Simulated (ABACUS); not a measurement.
## HPbNO4 in ABACUS: the effect of functional

Crystal: HPbNO4.

```xyz
7
Lattice="3.9334 0.0000 0.0000 -0.0439 5.6436 0.0000 -0.4280 -1.7694 5.8997" Properties=species:S:1:pos:R:3 pbc="T T T"
Pb    2.3130    2.6747    0.8908
O    -0.3285   -0.7888    5.1967
O     2.7922   -0.1679    0.7586
O    -0.3896    2.6210    5.1352
O     0.2820    2.6818    2.2213
N     3.1497    3.7364    5.6558
H     0.1673    2.7452    3.2131
```

The cell was built by a generator and needn't be a form met in nature.

The cell isn't the ideal one: volume scaled by 1.06.

Alike in all runs:

| Property | Result |
| --- | --- |
| Program | ABACUS 3.10.1 |
| Task | equation of state |
| Potentials or basis | SG15 ONCV 1.2 PBE |
| Cutoff | 1361 eV |
| Density cutoff | 5442 eV |
| Basis | DZP LCAO (the cutoffs set its grid) |
| k mesh | 5 × 4 × 4 |
| Occupations | fermi-dirac, width 0.05 eV |
| Spin | no spin polarisation |

```tsv
functional	gap on the mesh (eV)	pressure (GPa)	largest force (eV/Å)
LDA	3.06	-3.6	1.11
PBE	?	?	?
PBEsol	3.07	-2.3	0.72
BLYP	3.03	1.1	0.77
PW91	3.05	-0.9	0.36
r2SCAN	3.52	-3.2	0.45
```

Question: What does the run with functional PBE give?

Answer: gap on the mesh 3.05 eV; pressure -0.8 GPa; largest force 0.34 eV/Å.

Caveats: the atomic orbitals were generated for these runs and aren't a published set; spin-orbit coupling is left out, which as a rule narrows the gap of such compounds by several tenths of an eV; an odd mesh through Γ misses points on the zone boundary, where band edges often lie; the basis of atomic orbitals isn't converged, which shifts pressures, moduli and gaps; the potentials were made for another functional, which shifts forces and pressure (some runs).
